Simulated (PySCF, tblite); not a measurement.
# C₄H₃F₄O radical: geometry, infrared bands and EPR parameters

Aim: predict the infrared bands and EPR parameters of C₄H₃F₄O radical (`F[C]1COC(F)(F)[C@@H]1F`).

The runs use tblite 0.8.0 and PySCF 2.14.0, with density-fitted response routines of our own; the level of theory stands in each step. All values are computed, except where a source is named. Atoms are numbered from 0 throughout.

### Step 1. The molecule as given

12 atoms, charge 0, multiplicity 2; geometry from: force field or distance geometry start.

Bonds of the start (Å): F0–C1 1.35, C1–C2 1.50, C2–O3 1.43, O3–C4 1.43, C4–F5 1.34, C4–F6 1.36, C4–C7 1.52, C7–F8 1.35, C7–C1 1.48, C2–H9 1.09, C2–H10 1.08, C7–H11 1.09.

### Step 2. Geometry optimisation with GFN2-xTB

Job settings and geometry (Å):

```
{"job": {"kind": "relax", "xc": "GFN2-xTB", "basis": "xTB"}, "charge": 0, "multiplicity": 2}
F      1.047500     2.183000    -0.246100
C      0.476600     0.965800    -0.308900
C      1.302200    -0.280700    -0.395200
O      0.563500    -1.278300     0.306400
C     -0.803400    -0.872300     0.246300
F     -1.498900    -1.469300     1.227200
F     -1.286600    -1.309000    -0.947300
C     -0.803500     0.648400     0.352600
F     -1.867800     1.199800    -0.278100
H      1.404200    -0.591300    -1.436100
H      2.275000    -0.163200     0.058700
H     -0.807600     0.966500     1.394400
```

Started as:

```console
> OMP_NUM_THREADS=1 python probes_run.py task.json out
```

This one command runs all jobs of the session in turn.

**Question.** This job is followed by: GFN2-xTB harmonic vibrations, gas phase; UKS B3LYP, pcH-1 on C F H O, non-relativistic, mean-field spin-orbit, GIAO. What will the session give for the following? strongest single infrared mode (GFN2-xTB); zero-point energy (GFN2-xTB); g(iso) (B3LYP); ⟨S²⟩; largest a(iso); potential on the surface of density 0.002 e/bohr³, 1st and 99th percentile.

As calculated:

| quantity | value |
| --- | --- |
| strongest single infrared mode (GFN2-xTB) | 978 cm⁻¹, 280 km/mol |
| zero-point energy (GFN2-xTB) | 42.3 kcal/mol |
| g(iso) (B3LYP) | 2.00341 |
| ⟨S²⟩ | 0.754 (exact 0.75) |
| largest a(iso) | 19F on F8, 259.9 MHz |
| potential on the surface of density 0.002 e/bohr³, 1st and 99th percentile | -0.89 V and 1.56 V |

**Reading.** The optimisation took 67 steps and gained 0.206 eV; among the close pairs (by a distance rule), O3–C4 changed most, from 1.427 to 1.360 Å. No mode is imaginary among the 30: a minimum at this level. The strongest single mode, at 978 cm⁻¹, moves mainly C4. Unscaled tight-binding wavenumbers are off by several per cent, some by more. Its intensities can rank the bands wrongly. C1 carries the largest spin population, 0.86 e. The isotropic g lies 1.1 ppt above the free-electron value. The conformer search found further structures of the same energy, which may be mirror or relabelled copies of this one.
